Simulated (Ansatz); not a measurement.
# Ba2Hf2O: a trial structure relaxed

Aim: relax a trial structure of Ba2Hf2O and see where it ends.

Method: DFT PBE, scalar-relativistic, plane waves, PAW, in Ansatz 0.2.0.

**1. The structure to begin with**

Symmetry: P6mm, No. 183, hexagonal system. The conventional cell has a = 5.500 Å, b = 5.500 Å, c = 5.462 Å, α = 90.00°, β = 90.00°, γ = 120.00°. Around Ba (site symmetry 3m) lie 2 Hf at 2.73 Å and 3 Ba at 3.18 Å and 3 O at 3.72 Å. Hf (site symmetry 3m) has 2 Ba at 2.73 Å and 3 Hf at 3.18 Å and 3 O at 3.27 Å in its first shell of neighbours. O (site symmetry 6mm) has 6 Hf at 3.27 Å and 6 Ba at 3.72 Å in its first shell of neighbours.

Coordinates:

```
CELL_PARAMETERS angstrom
5.50000 0.00000 0.00000
-2.75000 4.76314 0.00000
0.00000 0.00000 5.46225
ATOMIC_POSITIONS crystal
Ba 0.33333 0.66667 0.68903
Ba 0.66667 0.33333 0.68903
Hf 0.33333 0.66667 0.18868
Hf 0.66667 0.33333 0.18868
O 0.00000 0.00000 0.04241
```

The cell is invented: random cell by space group and Wyckoff sites (P6mm, No. 183). Its size is a rough estimate.

**2. The guess as it stands, on a coarse mesh**

File input.yaml:

```yaml
crystal:
  lattice:
    - [5.50000233, 0.0, 0.0]
    - [-2.75000116, 4.76314174, 0.0]
    - [0.0, 0.0, 5.46224993]
  atoms:
    - { symbol: Ba, position: [0.33333333, 0.66666667, 0.68903262] }
    - { symbol: Ba, position: [0.66666667, 0.33333333, 0.68903262] }
    - { symbol: Hf, position: [0.33333333, 0.66666667, 0.1886829] }
    - { symbol: Hf, position: [0.66666667, 0.33333333, 0.1886829] }
    - { symbol: O, position: [0.0, 0.0, 0.04241492] }
basis:
  ecutwfc: 420
kpoints:
  mp_grid: { grid: [6, 6, 4] }
hamiltonian:
  xc: pbe
scf:
  occupations: { method: gaussian, width: 0.1 }
  lower_state_search: "off"
output:
  forces: true
  stress: true
  eigenvalues: true
```

Command:

```
$ ansatz run input.yaml --threads 1 --pin off --max-ram 2560MiB --backend cpu --events-out ev --progress --plain --runs-dir out
```

Further runs follow: rough relaxation on the coarse mesh; relaxation on the finer mesh.

What does the calculation give? Wanted: conventional cell; volume; energy over the elements; gap on the mesh.

The runs gave:

| quantity | value |
| --- | --- |
| symmetry at the end (tolerance 0.05 Å) | space group P6/mmm (No. 191) |
| conventional cell | a = 5.156 Å, b = 5.156 Å, c = 6.645 Å, α = 90.00°, β = 90.00°, γ = 120.00° |
| volume | 30.60 Å³/atom |
| energy over the elements (uncorrected; H, N, O, F and Cl as molecules) | +0.77 eV/atom |
| gap on the mesh | none (metal) |

In words: The symmetry goes from space group P6mm (No. 183) to space group P6/mmm (No. 191), and the volume per atom grows by 6.9 % from the first guess. The formation energy is positive, so the separate elements lie lower. No finished test with a distortion of lower symmetry is shown, so the end may be a saddle point. The runs treat Hf without spin-orbit coupling.
